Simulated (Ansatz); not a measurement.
**CH₃GaO₂Se: a ladder of functionals and wavefunction methods**

An exercise on one series of results from a longer session: the logs are not shown, and one member is left open.

The runs use Ansatz 0.2.0, Gaussian basis; functionals in def2-TZVPP, the program's frozen cores in correlated methods.

The runs, in order: LDA (SPW92), PBE-D4, revPBE-D4, BLYP-D4, r2SCAN-D4, B97M-V, PBE0-D4, B3LYP-D4, r2SCANh-D4, r2SCAN0-D4, HSE06-D4, BHLYP-D4, CAM-B3LYP-D4, LC-ωPBE, ωB97X-V, ωB97M-V, B2PLYP, PBE-QIDH; CCSD(T)/def2-SVP; CCSD(T)/def2-TZVPP; MP2/def2-QZVPP; extrapolation to the limit; RPA on PBE.

### The geometry

All runs share one geometry, relaxed beforehand with PBE0-D4 in a triple-zeta def2 set.

SMILES `O=C(O)[Se][GaH2]`, 8 atoms, charge 0, spin multiplicity 1.

Atoms are counted from 1 here; the program's logs count them from 0.

Bond lengths: O1–C2 1.185 Å, C2–O3 1.399 Å, C2–Se4 1.895 Å, O3–H6 0.969 Å, Se4–Ga5 2.433 Å, Ga5–H7 1.560 Å, Ga5–H8 1.560 Å. Angles: O1–C2–O3 120.9°, O1–C2–Se4 131.8°, O3–C2–Se4 107.3°, C2–O3–H6 110.7°, C2–Se4–Ga5 80.4°, Se4–Ga5–H7 115.6°, Se4–Ga5–H8 115.6°, H7–Ga5–H8 127.4°.

As a file:

```mol
CH3GaO2Se
  3D, bonds by distance, orders not assigned

  8  7  0  0  0  0  0  0  0  0999 V2000
   -1.9808    0.6014    1.4520 O   0  0
   -1.1687    0.4450    0.6033 C   0  0
   -0.0096   -0.3002    0.8459 O   0  0
   -1.0885    1.0442   -1.1922 Se  0  0
    1.0094   -0.1829   -1.0816 Ga  0  0
   -0.0003   -0.6312    1.7571 H   0  0
    2.2764    0.6735   -0.7735 H   0  0
    0.9621   -1.6497   -1.6109 H   0  0
  1  2  8  0
  2  3  8  0
  2  4  8  0
  4  5  8  0
  3  6  8  0
  5  7  8  0
  5  8  8  0
M  END
```

The first run:

in.yaml

```yaml
crystal:
  periodic: [false, false, false]
  atoms:
    - {symbol: O, position_ang: [-1.980805, 0.601419, 1.451976]}
    - {symbol: C, position_ang: [-1.168675, 0.444971, 0.603286]}
    - {symbol: O, position_ang: [-0.009568, -0.300235, 0.845913]}
    - {symbol: Se, position_ang: [-1.088521, 1.044151, -1.192217]}
    - {symbol: Ga, position_ang: [1.009420, -0.182947, -1.081620]}
    - {symbol: H, position_ang: [-0.000330, -0.631203, 1.757059]}
    - {symbol: H, position_ang: [2.276393, 0.673524, -0.773484]}
    - {symbol: H, position_ang: [0.962084, -1.649669, -1.610923]}
basis:
  gaussian: {orbitals: def2-TZVPP}
hamiltonian: {xc: lda}
output: {orbitals: {seedname: orbitals}}
```

Run with:

```sh
$ ansatz run in.yaml --threads 4 --pin off --events-out ev --progress --plain --max-ram 10444MiB
```

Among the steps run: LDA; PBE-D4 (GGA); revPBE-D4 (GGA); BLYP-D4 (GGA); r2SCAN-D4 (meta-GGA); B97M-V (meta-GGA); PBE0-D4 (hybrid); B3LYP-D4 (hybrid); r2SCANh-D4 (hybrid); r2SCAN0-D4 (hybrid); HSE06-D4 (hybrid); BHLYP-D4 (hybrid); CAM-B3LYP-D4 (range-separated); LC-ωPBE (range-separated); ωB97X-V (range-separated); ωB97M-V (range-separated); B2PLYP (double hybrid); PBE-QIDH (double hybrid).

One of the session's tables, all rows but one given; the rest of the session is left out.

It belongs to the step «Frontier levels by functional». 

| functional | HOMO (eV) | gap (eV) |
| --- | --- | --- |
| LDA (SPW92) | -6.24 | 4.22 |
| PBE-D4 | -6.09 | 4.34 |
| revPBE-D4 | -6.03 | 4.40 |
| BLYP-D4 | -5.93 | 4.25 |
| r2SCAN-D4 | -6.37 | 4.94 |
| B97M-V | -6.43 | 4.80 |
| PBE0-D4 | -7.21 | 6.23 |
| B3LYP-D4 | -6.98 | 5.76 |
| r2SCANh-D4 | ? | ? |
| r2SCAN0-D4 | -7.40 | 6.62 |
| HSE06-D4 | -6.81 | 5.48 |
| BHLYP-D4 | -8.19 | 7.95 |
| CAM-B3LYP-D4 | -8.45 | 8.36 |
| LC-ωPBE | -9.75 | 10.84 |
| ωB97X-V | -9.43 | 10.37 |
| ωB97M-V | -9.29 | 9.96 |

**Question.** Estimate the row for r2SCANh-D4.

Worked estimate for «HOMO (eV)». Against the share of exact exchange, r2SCAN-D4 (0, -6.37), r2SCAN0-D4 (0.25, -7.40) give a slope of -4.12 per unit share; at 0.1 the line stands at -6.78.

As computed: HOMO (eV): -6.78; gap (eV): 5.62. In «HOMO (eV)» the line misses by 0.00.
